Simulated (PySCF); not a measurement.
# C7H6O: the cost of one run

Programs: PySCF 2.14.0, with routines of our own; each step states its level. All values are computed. Atoms count from 0.

## 1. The starting structure

14 atoms, charge 1, multiplicity 2; geometry from: PBE0/def2-SVP.

## 2. Relaxation after adding or removing an electron: UKS PBE0/def2-SVP

The job: settings as JSON, then the geometry in Å.

```
{"job": {"kind": "ionopt", "ions": [1], "xc": "PBE0", "basis": "def2-SVP", "grid": 1}, "charge": 1, "multiplicity": 2}
O      1.852052    -2.118697    -0.093100
C      1.031514    -1.211212    -0.087783
C      1.500467     0.182836    -0.097994
C      0.818243     1.358472    -0.065583
C     -0.592400     1.605815    -0.017854
C     -1.604047     0.692505    -0.006518
C     -1.502625    -0.736477    -0.039541
C     -0.403305    -1.535887    -0.076571
H      2.593524     0.231600    -0.131721
H      1.437556     2.261381    -0.077209
H     -0.882712     2.660187     0.009246
H     -2.622824     1.089485     0.028815
H     -2.464313    -1.260057    -0.033440
H     -0.564951    -2.618402    -0.096147
```

With the program's defaults for keys left out, this is: UKS PBE0/def2-SVP geometry optimisation of the ion from the geometry of its parent, gas phase.

Command:

```bash
$ OMP_NUM_THREADS=1 python excited_run.py task.json out
```

The driver reads the jobs from task.json and runs them one after another.

**Question.** How long does this first job take on 1 thread of Arm Neoverse V1, shared host, and how much memory does it need?

About 1.7 min, with a peak of 0.67 GiB.
